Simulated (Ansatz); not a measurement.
# Tc: stress in a strained cell

Aim: deform Tc (zz strain of +1 %) and compute stress, forces and field gradients with LAPW, PAW and all-electron datasets made for the crystal.

Computed with Ansatz 0.2.0 (DFT LDA, scalar-relativistic, unless a step's input says otherwise).

1 further run of the same task is left out (set aside as unsound or not needed).

**1. The starting structure**

The structure is hexagonal, space group P6_3/mmc (No. 194). Conventional cell: a = 2.740 Å, b = 2.740 Å, c = 4.398 Å, α = 90.00°, β = 90.00°, γ = 120.00°. Around Tc (site symmetry -6m2) lie 12 Tc at 2.71 to 2.74 Å.

As a file:

```
CELL_PARAMETERS angstrom
2.74000 0.00000 0.00000
-1.37000 2.37291 0.00000
0.00000 0.00000 4.39800
ATOMIC_POSITIONS crystal
Tc 0.33333 0.66667 0.25000
Tc 0.66667 0.33333 0.75000
```

Atoms are numbered in the order of the input: Tc1, Tc2.

**2. The deformed structure**

Space group P6_3/mmc before, P6_3/mmc after.

**3. LAPW, all electrons**

Input file input.yaml:

```yaml
crystal:
  lattice:
    - [2.7400001704, 0.0, 0.0]
    - [-1.3700000852, 2.372909754, 0.0]
    - [0.0, 0.0, 4.44198]
  atoms:
    - { symbol: Tc, position: [0.3333333333, 0.6666666667, 0.25] }
    - { symbol: Tc, position: [0.6666666667, 0.3333333333, 0.75] }
kpoints:
  mp_grid: { grid: [17, 17, 9] }
  band_path:
    path:
      - [0.0, 0.0, 0.0]
      - [0.5, 0.0, 0.0]
      - [0.3333333333, 0.3333333333, 0.0]
      - [0.0, 0.0, 0.0]
      - [0.0, 0.0, 0.5]
      - [0.5, 0.0, 0.5]
      - [0.3333333333, 0.3333333333, 0.5]
      - [0.0, 0.0, 0.5]
      - [0.5, 0.0, 0.5]
    npoints: 5
scf:
  occupations: { method: fermi_dirac, width: 0.08 }
hamiltonian:
  xc: lda
  pseudopotentials: { kind: all_electron, lapw: { basis_error: 0.001 } }
output:
  forces: true
  stress: true
  eigenvalues: true
```

Launch:

```bash
$ ansatz run input.yaml --threads 1 --pin off --max-ram 3072MiB --backend cpu --events-out ev --progress --plain --runs-dir out
```

**4. PAW on the default files**

Input file input.yaml:

```yaml
crystal:
  lattice:
    - [2.7400001704, 0.0, 0.0]
    - [-1.3700000852, 2.372909754, 0.0]
    - [0.0, 0.0, 4.44198]
  atoms:
    - { symbol: Tc, position: [0.3333333333, 0.6666666667, 0.25] }
    - { symbol: Tc, position: [0.6666666667, 0.3333333333, 0.75] }
kpoints:
  mp_grid: { grid: [17, 17, 9] }
scf:
  occupations: { method: fermi_dirac, width: 0.08 }
hamiltonian:
  xc: lda
  pseudopotentials: { kind: paw }
output:
  forces: true
  stress: true
  eigenvalues: true
  efg: { contact_densities: true }
```

**5. All-electron PAW on datasets made for the crystal**

input.yaml: that of step 4 with these lines changed.

```diff
@@ -14,3 +14,3 @@
   xc: lda
-  pseudopotentials: { kind: paw }
+  pseudopotentials: { kind: all_electron, datasets: crystal }
 output:
```

(Steps that only read results are left out.)

Before running it: what results should come out? Wanted: pressure; largest shear or deviatoric stress.

**Answer**, as computed:

```
                                 quantity                                                 value
                                 pressure  LAPW -14.49, PAW -14.50, crystal datasets -14.49 GPa
largest shear or deviatoric stress (LAPW)                                              3.27 GPa
```

**Reading.** Against the undeformed cell the largest change of stress is -4.94 GPa, in the zz component, with the atoms carried along and not relaxed. PAW: stress within 0.01 GPa of LAPW. Crystal datasets: stress within 0.01 GPa of LAPW.
